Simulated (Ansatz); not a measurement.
**K2Rb2: energies up the ladder**

The task here is to estimate one member of a computed series from the others.

Computed with Ansatz 0.2.0 (the levels named in each step, unless a step's input says otherwise).

## The starting structure

Bond lengths: K1–Rb2 3.672 Å, K3–Rb4 3.676 Å.

As a file:

```xyz
4

K    -0.8444    1.1963   -4.1832
Rb    1.4916    1.8932   -1.4372
K    -1.7116    0.0381    3.8860
Rb   -0.3223   -2.4579    1.5731
```

Set-up of the first run:

The input, input.yaml:

```yaml
crystal:
  periodic: [false, false, false]
  atoms:
    - { symbol: K, position_ang: [-0.84444, 1.19625, -4.18318] }
    - { symbol: Rb, position_ang: [1.49165, 1.8932, -1.43717] }
    - { symbol: K, position_ang: [-1.71164, 0.03812, 3.88596] }
    - { symbol: Rb, position_ang: [-0.32234, -2.45788, 1.57314] }
basis:
  gaussian: { orbitals: def2-SVP }
hamiltonian:
  xc: pbe
  dispersion: d4
relax:
  f_tol: 0.03
  max_steps: 200
```

Command:

```console
ansatz run input.yaml --threads 4 --pin off --max-ram 10240MiB --backend cpu --events-out ev --progress --plain --runs-dir out
```

Steps of the session up to this table: A rough first relaxation, PBE-D4/def2-SVP; Relaxation, PBE0-D4/def2-TZVPP; Frequencies, PBE0-D4/def2-TZVPP; Single point, PBE-D4/def2-TZVPP; Single point, r2SCAN-D4/def2-TZVPP; Single point, B3LYP-D4/def2-TZVPP; Single point, wB97M-V/def2-TZVPP; Single point, B2PLYP/def2-TZVPP; Single point, LDA/def2-TZVPP; Single point, PBE0-D4/def2-SVP; Single point, PBE-D4/def2-SVP; The cation of multiplicity 2 at the same geometry, PBE0-D4/def2-TZVPP; The cation of multiplicity 2 at the same geometry, PBE-D4/def2-TZVPP; The cation of multiplicity 2 at the same geometry, r2SCAN-D4/def2-TZVPP; The cation of multiplicity 2 at the same geometry, B3LYP-D4/def2-TZVPP; The cation of multiplicity 2 at the same geometry, wB97M-V/def2-TZVPP; The cation of multiplicity 2 at the same geometry, B2PLYP/def2-TZVPP.

One of the session's tables, all rows but one given; the rest of the session is left out.

It belongs to the step «Vertical ionisation energy». 

```
               level  vertical ionisation energy (eV)
   PBE-D4/def2-TZVPP                                ?
r2SCAN-D4/def2-TZVPP                            3.238
 B3LYP-D4/def2-TZVPP                            3.465
  wB97M-V/def2-TZVPP                            3.448
   B2PLYP/def2-TZVPP                            3.389
```

Estimate the missing values for PBE-D4/def2-TZVPP.

The run gave: vertical ionisation energy (eV): 3.467. In the column «vertical ionisation energy (eV)» it is the highest.
